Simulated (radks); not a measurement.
**Ionisation energy and size from Co to Ir**

One table from this session's results is given with a row withheld; the runs are named, their logs left out.

Program: radks (a radial shooting solver on a logarithmic mesh, Libxc functionals) version 1. Level of theory: Dirac Kohn-Sham, BLYP, spin-unpolarised, spherical densities, finite nucleus; open shells are shared between the two j in proportion to 2j + 1. These are calculated values, not measurements, unless marked.

1 further run of the same task is left out (set aside as unsound or not needed).

**Starting point**

```
species : Co, Rh, Ir
runs    : 6, each species and its next ion
```

Set-up of the first run:

Settings of this run:

```text
Z 27
configuration [Ar] 3d7 4s2
relativity Dirac
functional b88,lyp
spin unpolarised
j_filling average
nucleus finite rms 3.7875 fm
c 137.035999084
```

Steps of the session up to this table: Co, [Ar] 3d7 4s2.

One table of the session follows, with a row left open; its other results are not shown here.

It belongs to the step «Co, [Ar] 3d7 4s2». Sizes of the orbitals, from the radial functions (bohr):

```
level     <r>  outermost maximum (interpolated)  90 % within  nodes
2p1/2       ?                                 ?            ?      ?
2p3/2  0.2259                             0.173        0.370      0
3s1/2  0.7736                             0.668         1.16      2
3p1/2  0.8095                             0.673         1.25      1
3p3/2  0.8193                             0.680         1.27      1
3d3/2   1.068                             0.665         1.89      0
3d5/2   1.076                             0.667         1.90      0
4s1/2   2.893                              2.30         4.46      3
```

Q: Estimate the row for 2p1/2 from the others.

**Answer.** <r>: 0.2228; outermost maximum (interpolated): 0.170; 90 % within: 0.365; nodes: 0. In the column «<r>» it is the lowest.

To keep in mind: Spin polarisation and multiplet splitting are left out, so open shells lie too high by an amount that depends on their filling.
